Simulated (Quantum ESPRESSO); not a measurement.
Crystal: GeCN2.

```
Ge N C
1.0
     1.79379    1.03565    4.92196
    -1.79379    1.03565    4.92196
     0.00000   -2.07129    4.92196
Ge N C
1 2 1
Direct
  0.00000 0.00000 0.00000
  0.58390 0.58390 0.58390
  0.41610 0.41610 0.41610
  0.50000 0.50000 0.50000
```

The cell comes from a database or a generator and needn't be the stable form of this composition.

Base run:

- Program: Quantum ESPRESSO 7.5
- Functional: PBEsol
- Potentials or basis: GBRV 1.5 PBEsol
- Cutoff: 612 eV
- Density cutoff: 4898 eV
- k mesh: 9 × 9 × 9
- Occupations: fermi-dirac, width 0.05 eV
- Spin: no spin polarisation

Its results: band gap on the k mesh 1.01 eV, indirect (least direct gap 1.82 eV); pressure -3.2 GPa; largest force 0.174 eV/Å.

Q: The run is repeated on the same cell with these changes: functional from PBEsol to LDA; potentials or basis from GBRV 1.5 PBEsol to GBRV 1.5 LDA. What comes out?

A: Band gap on the k mesh 0.97 eV, indirect (least direct gap 1.77 eV); pressure -6.6 GPa; largest force 0.240 eV/Å.

Caveats: an odd mesh through Γ misses points on the zone boundary, where band edges often lie (some runs).
